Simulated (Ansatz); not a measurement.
# CSe2 (Cmce) in Ansatz: band structure with r2SCAN

Aim: the band structure of CSe2 with r2SCAN.

Everything below comes from runs of Ansatz 0.2.0. Logs are shortened: lines on timing, memory, paths and dates and some standing lists are left out, and cuts for length are marked.

### Step 1. The structure

It takes space group Cmce (No. 64, orthorhombic). The conventional cell has a = 7.140 Å, b = 5.990 Å, c = 9.463 Å, α = 90.00°, β = 90.00°, γ = 90.00°. Around Se (site symmetry m) lie 1 C at 1.71 Å. C (site symmetry 2/m) has 2 Se at 1.71 Å as nearest neighbours.

The cell comes from a database or a generator and needn't be the stable form of this composition.

### Step 2. Band structure, r2SCAN, spin-orbit coupling, no magnetisation

Input file input.yaml:

```yaml
crystal:
  lattice:
    - [3.569767, -2.99478, 0.0]
    - [3.569767, 2.99478, 0.0]
    - [0.0, 0.0, 9.462652]
  atoms:
    - { symbol: Se, position: [0.212422, 0.787578, 0.879385] }
    - { symbol: Se, position: [0.787578, 0.212422, 0.120615] }
    - { symbol: Se, position: [0.287578, 0.712422, 0.379385] }
    - { symbol: Se, position: [0.712422, 0.287578, 0.620615] }
    - { symbol: C, position: [0.0, 0.0, 0.0] }
    - { symbol: C, position: [0.5, 0.5, 0.5] }
hamiltonian:
  xc: r2scan
  pseudopotentials: { kind: paw_fr }
magnetization:
  noncollinear: true
  spin_orbit: true
kpoints:
  mp_grid: { grid: [5, 5, 3] }
  band_path:
    path:
      - [[0.0, 0.0, 0.0], [0.4259503423, -0.4259503423, 0.0], [0.0, -0.5, 0.0], [0.0, -0.5, -0.5], [0.4259503423, -0.4259503423, -0.5], [0.0, 0.0, -0.5], [0.0, 0.0, 0.0], [-0.5, -0.5, 0.0], [-0.4259503423, -0.5740496577, 0.0], [-0.4259503423, -0.5740496577, -0.5], [-0.5, -0.5, -0.5], [-0.5, -0.5, 0.0]]
      - [[0.0, 0.0, -0.5], [-0.5, -0.5, -0.5]]
    npoints: 14
scf:
  occupations: { method: fermi_dirac, width: 0.05 }
  n_extra_bands: 15
output:
  forces: true
  stress: true
  eigenvalues: true
  fatbands: true
```

Potentials or basis: Ansatz PAW.

Started as:

```bash
ansatz run input.yaml --threads 2 --pin off --max-ram 5632MiB --backend cpu --events-out ev --progress --plain --runs-dir out
```

The log of the run:

```text
Warning: RAYON_NUM_THREADS=2 ignored (pool sized by the plan → 2); use --threads N
scf.n_extra_bands = 15 over 72 filled bands (N_el = 72.0): the run solves 87 bands
Engine: ansatz 0.2.0, x86_64-unknown-linux-gnu
Pseudopotentials: kind: paw_fr
Pseudopotential: Se, paw_fr, valence charge 16, recommended cutoff 500 eV (meta_gga), Se.paw.azcp#standard-fr
Pseudopotential: C, paw_fr, valence charge 4, recommended cutoff 500 eV (meta_gga), C.paw.azcp#standard-fr
Functional definition: r2SCAN
  parameter k0 = 0.174
  parameter k1 = 0.065
  parameter a1 = 4.9479
  exchange = r2scan_x(k0 = k0, k1 = k1, a1 = a1)
  correlation = r2scan_c
non-collinear run that drives no moment, with spin-orbit: no starting moment large enough to seed its density (crystal.atoms[].spin), no starting occupations that ask for one, no magnetisation constraint and no magnetic field, so the semilocal B_xc is pinned to zero
Crystal: 6 atoms, lattice volume = 202.324 Å³
Basis set: ecut = 500 eV, 5157 PW (Γ), exchange–correlation on 144×144×288 points (64 copies of the dense FFT grid, shifted against one another)
Bands: 87, of which v1, the nominal top of the filled ones, is band 72 counted from 1 (71 counted from 0)
Symmetry: 8 space group operations + 8 with time reversal
Magnetic group: BNS 64.470 (UNI 568), of the structure as read, at distance tolerance 5.9e-5 Å
k-points: 18 of 75
Projection manifold: j_resolved (fully-relativistic pseudo-atomic orbitals)
Non-local potential: Se, projectors of the file, l = 0: 2, l = 1: 4, l = 2: 6, l = 3: 2
Non-local potential: C, projectors of the file, l = 0: 2, l = 1: 4, l = 2: 2
PAW form: soft (Blöchl's): semilocal exchange-correlation on the pseudo side does not see the compensation charge
PAW frozen core: Se, regenerated for the run's functional (the file was generated under x = pbe(κ = 0.804, μ = 0.2195149727645171), c = pbe(β = 0.06672455060314922))
PAW frozen core: C, regenerated for the run's functional (the file was generated under x = pbe(κ = 0.804, μ = 0.2195149727645171), c = pbe(β = 0.06672455060314922))
PAW one-centre angular grid: Se, 590 points (default); XC on 265 of its mesh's 2701 points in the sphere
PAW one-centre angular grid: C, 302 points (default); XC on 249 of its mesh's 2573 points in the sphere
Initial density: superposition of atomic densities (chi_scale 0.1, normalization cell)
Initial wavefunctions: pseudopotential atomic-orbital guess
Functional: x = r2scan, c = r2scan; τ floored in thin density (d = 2e-4 eV/Å³)
SCF iter   1: F=—  HF=-22399.668012 eV  |F-HF|=—  |Δ(HF+E_count)|=         —  Δρ=4.09e-2  dr2=5.30e0  dr2_τ=1.35e-1  dr2_m=0.00e0 (ungated)  ethr=3.10e-3  |M|=0.00e0 ∫|m|=0.00e0 μB  |m|>n=0.0e0 m-floor=0.0e0 τ_xc=0.0e0  β_m=0.30  ⟨swp⟩=9.1  Hψ=7900  notcnv=0  defer=14
preconditioner: auto → Resta (q_TF=auto, 2.297 Å⁻¹)  ε∞=2.9  [insulator: Δε(μ)=2.318 eV  Ē_g=10.663 eV  σ=0.050 eV  W_gap=1.00  n_scr=42 (ndim 8)  ℏωp=14.8 eV  f_vac=0.199  D(μ)=0.00/eV (n_scr^D=0)  ε∞_Penn≈2.9]
spin=Noncollinear: Resta preconditioning applied to the charge; magnetization (m_x, m_y, m_z) channels mix plain (no charge-response kernel on spin).
SCF iter   2: F=—  HF=-22398.849534 eV  |F-HF|=—  |Δ(HF+E_count)|=   8.18e-1  Δρ=2.26e-2  dr2=8.57e-1  dr2_τ=1.81e-2  dr2_m=0.00e0 (ungated)  ethr=3.10e-3  |M|=0.00e0 ∫|m|=0.00e0 μB  |m|>n=0.0e0 m-floor=0.0e0 τ_xc=0.0e0  β_m=0.38  ⟨swp⟩=3.0  Hψ=2501  notcnv=0  defer=120
SCF iter   3: F=—  HF=-22398.680466 eV  |F-HF|=—  |Δ(HF+E_count)|=   1.69e-1  Δρ=1.21e-2  dr2=1.77e-1  dr2_τ=1.47e-3  dr2_m=0.00e0 (ungated)  ethr=1.19e-3  |M|=0.00e0 ∫|m|=0.00e0 μB  |m|>n=0.0e0 m-floor=0.0e0 τ_xc=0.0e0  β_m=0.58  ⟨swp⟩=2.1  Hψ=2018  notcnv=0  defer=120
SCF iter   4: F=—  HF=-22398.678941 eV  |F-HF|=—  |Δ(HF+E_count)|=   1.52e-3  Δρ=2.07e-3  dr2=7.95e-3  dr2_τ=7.10e-5  dr2_m=0.00e0 (ungated)  ethr=2.46e-4  |M|=0.00e0 ∫|m|=0.00e0 μB  |m|>n=0.0e0 m-floor=0.0e0 τ_xc=0.0e0  β_m=0.60  ⟨swp⟩=2.1  Hψ=2178  notcnv=0  defer=120
SCF iter   5: F=—  HF=-22398.680541 eV  |F-HF|=—  |Δ(HF+E_count)|=   1.60e-3  Δρ=6.00e-4  dr2=5.98e-4  dr2_τ=4.48e-6  dr2_m=0.00e0 (ungated)  ethr=1.10e-5  |M|=0.00e0 ∫|m|=0.00e0 μB  |m|>n=0.0e0 m-floor=0.0e0 τ_xc=0.0e0  β_m=0.80  ⟨swp⟩=2.0  Hψ=2018  notcnv=0  defer=120
SCF iter   6: F=—  HF=-22398.681290 eV  |F-HF|=—  |Δ(HF+E_count)|=   7.50e-4  Δρ=1.83e-4  dr2=4.94e-5  dr2_τ=8.40e-7  dr2_m=0.00e0 (ungated)  ethr=8.31e-7  |M|=0.00e0 ∫|m|=0.00e0 μB  |m|>n=0.0e0 m-floor=0.0e0 τ_xc=0.0e0  β_m=0.75  ⟨swp⟩=2.9  Hψ=2730  notcnv=0  defer=120
SCF iter   7: F=—  HF=-22398.681358 eV  |F-HF|=—  |Δ(HF+E_count)|=   6.81e-5  Δρ=6.35e-5  dr2=5.77e-6  dr2_τ=8.45e-8  dr2_m=0.00e0 (ungated)  ethr=6.86e-8  |M|=0.00e0 ∫|m|=0.00e0 μB  |m|>n=0.0e0 m-floor=0.0e0 τ_xc=0.0e0  β_m=0.88  ⟨swp⟩=2.0  Hψ=2862  notcnv=0  defer=120
SCF iter   8: F=-22398.681361 eV  HF=-22398.681361 eV  |F-HF|=2.43e-9  |Δ(HF+E_count)|=   2.51e-6  Δρ=6.42e-6  dr2=9.54e-8  dr2_τ=2.08e-9  dr2_m=0.00e0 (ungated)  ethr=1.39e-10  |M|=0.00e0 ∫|m|=0.00e0 μB  |m|>n=0.0e0 m-floor=0.0e0 τ_xc=0.0e0  ⟨swp⟩=11.6  Hψ=8546  notcnv=0
SCF 1 converged in 8 iterations: F = -22398.681361 eV  dr2 = 9.54e-8
NSCF: frozen V_eff on 170 k-points
SCF converged after 8 iterations
Magnetization: |M| = 0.0000 μB,  M = (+0.0000, +0.0000, +0.0000) μB
Absolute magnetization: 0.0000 μB (∫|m|)
  site 0: m = (+0.0000, +0.0000, +0.0000) μB, |m| = 0.0000 μB  (R = 0.71 Å)
  site 1: m = (+0.0000, +0.0000, +0.0000) μB, |m| = 0.0000 μB  (R = 0.71 Å)
  site 2: m = (+0.0000, +0.0000, +0.0000) μB, |m| = 0.0000 μB  (R = 0.71 Å)
  site 3: m = (+0.0000, +0.0000, +0.0000) μB, |m| = 0.0000 μB  (R = 0.71 Å)
  site 4: m = (+0.0000, +0.0000, +0.0000) μB, |m| = 0.0000 μB  (R = 0.71 Å)
  site 5: m = (+0.0000, +0.0000, +0.0000) μB, |m| = 0.0000 μB  (R = 0.71 Å)
Free energy (F): -22398.681361 eV
Harris-Foulkes:  -22398.681361 eV  (|F-HF|=2.43e-9)
Internal energy: -22398.681361 eV  (E = F + TS)
E sigma→0 (E₀):  -22398.681361 eV
Fermi energy:    2.479737 eV
--- Per-component energies (eV) ---
  E_band       = -2015.273338
  E_kinetic    = 633.281321
  E_local      = -12491.399624  (includes V_loc(G=0)·N_el)
  E_nonlocal   = -2322.613066
  E_hartree    = 5932.638277
  E_xc         = -477.607927
  E_vxc        = -542.187772  (∫ρ·V_xc dr)
  E_paw        = -7889.849398  (= ΣΔE_a)
  E_vpaw       = 812.450582  (= ΣTr[D̂ρ^β])
  E_aug_tail   = -0.000854  (compensation charges beyond the density's cutoff)
  E_vtau       = 29.912290  (kinetic-family band-sum trace: ∫τ·v_τ [+ j·A + Jᵃ·Aᵃ] dr)
  E_ewald      = -5776.089484
  E_core_change = -7.040605  (= ΣΔE_core)
  E_smearing   = -0.000000  (= −TS)
  E_closure    = 0.000000  (closes the sum)
  Σ components = -22398.681361   (vs F -22398.681361, Δ=0.00e0)
--- Forces (eV/Å), atoms counted from 1 ---
  atom   1  Se     0.00000000     0.47585240     0.41622320
  atom   2  Se    -0.00000000    -0.47585240    -0.41622320
  atom   3  Se    -0.00000000    -0.47585240     0.41622320
  atom   4  Se     0.00000000     0.47585240    -0.41622320
  atom   5  C     -0.00000000     0.00000000     0.00000000
  atom   6  C      0.00000000     0.00000000     0.00000000
  max |Σ_I F_I| component: 5.55e-17 eV/Å
--- Stress (GPa, compression-positive) ---
       -0.247432       0.000000       0.000000
        0.000000      -2.053975       0.000000
        0.000000       0.000000      -1.779970
  P = ⅓ Tr σ = -1.3605 GPa (-13.605 kbar)
--- Band table (eV; the first three rows and the last of 18) ---
  k-point 0: bands = ["-47.1712", "-47.1712", "-47.1712", "-47.1712", "-47.1701", "-47.1701", "-47.1701", "-47.1701", "-47.0403", "-47.0403", "-47.0403", "-47.0403", "-47.0401", "-47.0401", "-47.0401", "-47.0401", "-46.2903", "-46.2903", "-46.2902", "-46.2902", "-46.2891", "-46.2891", "-46.2890", "-46.2890", "-46.2114", "-46.2114", "-46.2114", "-46.2114", "-46.2106", "-46.2106", "-46.2106", "-46.2106", "-46.1163", "-46.1163", "-46.1163", "-46.1163", "-46.1162", "-46.1162", "-46.1162", "-46.1162", "-14.3118", "-14.3118", "-14.2020", "-14.2020", "-12.2061", "-12.2061", "-12.0320", "-12.0320", "-6.3087", "-6.3087", "-6.0147", "-6.0147", "-3.4944", "-3.4944", "-2.9944", "-2.9944", "-1.6571", "-1.6571", "-1.5170", "-1.5170", "-1.3795", "-1.3795", "-1.3177", "-1.3177", "0.1419", "0.1419", "0.3484", "0.3484", "0.5520", "0.5520", "0.8476", "0.8476", "3.7905", "3.7905", "4.0473", "4.0473", "4.3507", "4.3507", "4.8053", "4.8053", "6.0066", "6.0066", "6.7201", "6.7201", "8.2936", "8.2936", "8.6857"]
  k-point 1: bands = ["-47.1712", "-47.1712", "-47.1712", "-47.1712", "-47.1701", "-47.1701", "-47.1701", "-47.1701", "-47.0403", "-47.0403", "-47.0403", "-47.0403", "-47.0401", "-47.0401", "-47.0401", "-47.0401", "-46.2903", "-46.2903", "-46.2902", "-46.2902", "-46.2891", "-46.2891", "-46.2891", "-46.2891", "-46.2114", "-46.2114", "-46.2114", "-46.2114", "-46.2106", "-46.2106", "-46.2106", "-46.2106", "-46.1163", "-46.1163", "-46.1163", "-46.1163", "-46.1162", "-46.1162", "-46.1162", "-46.1162", "-14.2858", "-14.2858", "-14.2310", "-14.2310", "-12.1611", "-12.1611", "-12.0742", "-12.0742", "-6.2458", "-6.2458", "-6.1005", "-6.1005", "-3.3297", "-3.3297", "-3.0746", "-3.0746", "-1.6786", "-1.6786", "-1.6154", "-1.6154", "-1.3691", "-1.3691", "-1.3387", "-1.3387", "0.2188", "0.2188", "0.3333", "0.3333", "0.6091", "0.6091", "0.7603", "0.7603", "3.9287", "3.9287", "4.1523", "4.1523", "4.2578", "4.2578", "4.5908", "4.5908", "6.5030", "6.5030", "6.9756", "6.9756", "7.7472", "7.7472", "7.8033"]
  k-point 2: bands = ["-47.1712", "-47.1712", "-47.1712", "-47.1712", "-47.1701", "-47.1701", "-47.1701", "-47.1701", "-47.0403", "-47.0403", "-47.0403", "-47.0403", "-47.0401", "-47.0401", "-47.0401", "-47.0401", "-46.2903", "-46.2903", "-46.2902", "-46.2902", "-46.2891", "-46.2891", "-46.2890", "-46.2890", "-46.2114", "-46.2114", "-46.2114", "-46.2114", "-46.2106", "-46.2106", "-46.2106", "-46.2106", "-46.1163", "-46.1163", "-46.1163", "-46.1163", "-46.1162", "-46.1162", "-46.1162", "-46.1162", "-14.2763", "-14.2763", "-14.1862", "-14.1862", "-12.2053", "-12.2053", "-12.0670", "-12.0670", "-6.2862", "-6.2862", "-6.0302", "-6.0302", "-3.4227", "-3.4227", "-3.0815", "-3.0815", "-1.8633", "-1.8633", "-1.7518", "-1.7518", "-1.4848", "-1.4848", "-1.4404", "-1.4404", "0.3639", "0.3639", "0.4980", "0.4980", "0.6646", "0.6646", "0.8517", "0.8517", "3.8880", "3.8880", "3.9999", "3.9999", "4.3250", "4.3250", "4.5609", "4.5609", "6.6288", "6.6288", "6.8326", "6.8326", "7.9160", "7.9160", "8.3303"]
  k-point 17: bands = ["-47.1712", "-47.1712", "-47.1712", "-47.1712", "-47.1701", "-47.1701", "-47.1701", "-47.1701", "-47.0403", "-47.0403", "-47.0403", "-47.0403", "-47.0400", "-47.0400", "-47.0400", "-47.0400", "-46.2903", "-46.2903", "-46.2902", "-46.2902", "-46.2891", "-46.2891", "-46.2891", "-46.2891", "-46.2114", "-46.2114", "-46.2114", "-46.2114", "-46.2106", "-46.2106", "-46.2105", "-46.2105", "-46.1163", "-46.1163", "-46.1162", "-46.1162", "-46.1162", "-46.1162", "-46.1162", "-46.1162", "-14.1593", "-14.1593", "-14.1346", "-14.1346", "-12.1668", "-12.1668", "-12.1425", "-12.1425", "-6.2123", "-6.2123", "-6.2042", "-6.2042", "-3.2445", "-3.2445", "-3.1773", "-3.1773", "-2.3529", "-2.3529", "-2.1857", "-2.1857", "-1.9164", "-1.9164", "-1.8196", "-1.8196", "0.3087", "0.3087", "0.4686", "0.4686", "0.6366", "0.6366", "0.9567", "0.9567", "4.1204", "4.1204", "4.2291", "4.2291", "4.5497", "4.5497", "4.6829", "4.6829", "6.5076", "6.5076", "6.8545", "6.8545", "8.3420", "8.3420", "8.9102"]
```

It took 12 min on 2 threads of Intel Xeon at 2.70GHz, shared host; peak memory 3.6 GiB.

What came out:

* Free energy: -22398.6814 eV
* Pressure: -1.4 GPa
* Largest force: 0.632 eV/Å
* Band gap on the k mesh: 2.60 eV, indirect (least direct gap 2.67 eV)
* Band gap along the path: 2.56 eV, indirect (least direct gap 2.67 eV)

Forces in eV/Å, atoms in the order of the input:
```
Se   0.000  0.476  0.416
Se   0.000 -0.476 -0.416
Se   0.000 -0.476  0.416
Se   0.000  0.476 -0.416
C    0.000  0.000  0.000
C    0.000  0.000  0.000
```

Levels at the corners of the path, in eV from the valence-band top:
| point | band 68 | band 69 | band 70 | band 71 | band 72 | band 73 | band 74 | band 75 | band 76 | band 77 |
| --- | --- | --- | --- | --- | --- | --- | --- | --- | --- | --- |
| Γ | -0.88 | -0.68 | -0.68 | -0.38 | -0.38 | 2.56 | 2.56 | 2.82 | 2.82 | 3.12 |
| X | -0.95 | -0.54 | -0.54 | -0.02 | -0.02 | 2.65 | 2.65 | 2.76 | 2.76 | 3.59 |
| S | -0.70 | -0.25 | -0.25 | -0.25 | -0.25 | 2.74 | 2.74 | 2.74 | 2.74 | 3.09 |
| R | -0.73 | -0.28 | -0.28 | -0.15 | -0.15 | 2.67 | 2.67 | 2.72 | 2.72 | 3.16 |
| A | -0.87 | -0.49 | -0.49 | -0.49 | -0.49 | 3.15 | 3.15 | 3.15 | 3.15 | 3.28 |
| Z | -0.94 | -0.55 | -0.55 | -0.55 | -0.55 | 2.83 | 2.83 | 2.83 | 2.83 | 3.17 |
| Γ | -0.88 | -0.68 | -0.68 | -0.38 | -0.38 | 2.56 | 2.56 | 2.82 | 2.82 | 3.12 |
| Y | -0.99 | -0.62 | -0.62 | 0.00 | 0.00 | 2.68 | 2.68 | 2.78 | 2.78 | 3.65 |
| X1 | -0.95 | -0.54 | -0.54 | -0.02 | -0.02 | 2.65 | 2.65 | 2.76 | 2.76 | 3.59 |
| A1 | -0.87 | -0.49 | -0.49 | -0.49 | -0.49 | 3.15 | 3.15 | 3.15 | 3.15 | 3.28 |
| T | -0.98 | -0.50 | -0.50 | -0.50 | -0.50 | 3.20 | 3.20 | 3.20 | 3.20 | 3.32 |
| Y | -0.99 | -0.62 | -0.62 | 0.00 | 0.00 | 2.68 | 2.68 | 2.78 | 2.78 | 3.65 |
| Z | -0.94 | -0.55 | -0.55 | -0.55 | -0.55 | 2.83 | 2.83 | 2.83 | 2.83 | 3.17 |
| T | -0.98 | -0.50 | -0.50 | -0.50 | -0.50 | 3.20 | 3.20 | 3.20 | 3.20 | 3.32 |

Caveat: the PAW data sets come from PBE, with cores solved anew for the run's functional, which leaves a small shift of forces and pressure.
